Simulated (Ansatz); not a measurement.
Run this with the Python package of Ansatz (0.2.0) and show what comes out.

The script, `scan_clgeh2i.py`:
```python
import ansatz as az
import numpy as np

config = {
    'basis_set': 'def2-SVP',
    'functional': 'b3lyp',
}

GEOMETRY = '''
Cl   -1.86740    0.77890    0.39390
Ge   -0.00560   -0.00890   -0.19900
I     1.28860   -0.61230    1.86600
H    -0.15440   -1.26610   -1.06010
H     0.78860    1.03470   -1.04230
'''

clgeh2i = az.Crystal.molecule()
for line in GEOMETRY.strip().splitlines():
    symbol, *xyz = line.split()
    clgeh2i = clgeh2i.atom(symbol, [float(v) for v in xyz])

symbols = [site.symbol for site in clgeh2i.cartesian_sites]
start = np.array([site.position_ang for site in clgeh2i.cartesian_sites])
axis = (start[2] - start[1]) / np.linalg.norm(start[2] - start[1])
moving = [2]
lengths, energies = [2.209, 2.31, 2.41, 2.511, 2.611, 2.711, 2.812, 2.963], []
for length in lengths:
    xyz = start.copy()
    xyz[moving] += (length - np.linalg.norm(start[2] - start[1])) * axis
    point = az.Crystal.molecule()
    for symbol, place in zip(symbols, xyz):
        point = point.atom(symbol, place.tolist())
    job = (
        point.calculation()
        .basis(gaussian=config['basis_set'])
        .functional(config['functional'])
    )
    data = job.run(threads=1).report
    energies.append(data['free_energy_ev'])
    print(f'r = {length:6.3f} A  E = {energies[-1]:.5f} eV  <S^2> = {abs(data["mean_field"]["state"]["spin_squared"]):.3f}')

fit = np.polynomial.Polynomial.fit(lengths, np.array(energies) - min(energies), 4).convert()
roots = [r.real for r in fit.deriv().roots() if abs(r.imag) < 1e-9 and fit.deriv(2)(r.real) > 0]
r_e = min(roots, key=lambda r: abs(r - lengths[int(np.argmin(energies))]))
print(f'minimum of the fit at {r_e:.4f} A, force constant {fit.deriv(2)(r_e):.2f} eV/A^2')
```

Output of `python scan_clgeh2i.py`:
```text
r =  2.209 A  E = -77168.49149 eV  <S^2> = 0.000
r =  2.310 A  E = -77169.02480 eV  <S^2> = 0.000
r =  2.410 A  E = -77169.29997 eV  <S^2> = 0.000
r =  2.511 A  E = -77169.40104 eV  <S^2> = 0.000
r =  2.611 A  E = -77169.38136 eV  <S^2> = 0.000
r =  2.711 A  E = -77169.28184 eV  <S^2> = 0.000
r =  2.812 A  E = -77169.12875 eV  <S^2> = 0.000
r =  2.963 A  E = -77168.84412 eV  <S^2> = 0.000
minimum of the fit at 2.5380 A, force constant 10.69 eV/A^2
```

Reading the output:
- Total energies depend on the basis set; only differences at equal settings carry meaning.
- The rest of the molecule is held rigid at a force-field or estimated start geometry, and the basis set is modest; single-reference methods fail as a bond breaks.
- def2 sets replace the cores of elements past krypton by effective core potentials.
- b3lyp holds the VWN-RPA fit, as in Gaussian; the form of ORCA and Turbomole is b3lyp5.
- The orbitals are restricted, so S² is zero by construction.
- Hardware and time: 26 s on 1 thread of Arm Neoverse V1, with other jobs on the host, peak memory 0.26 GiB.
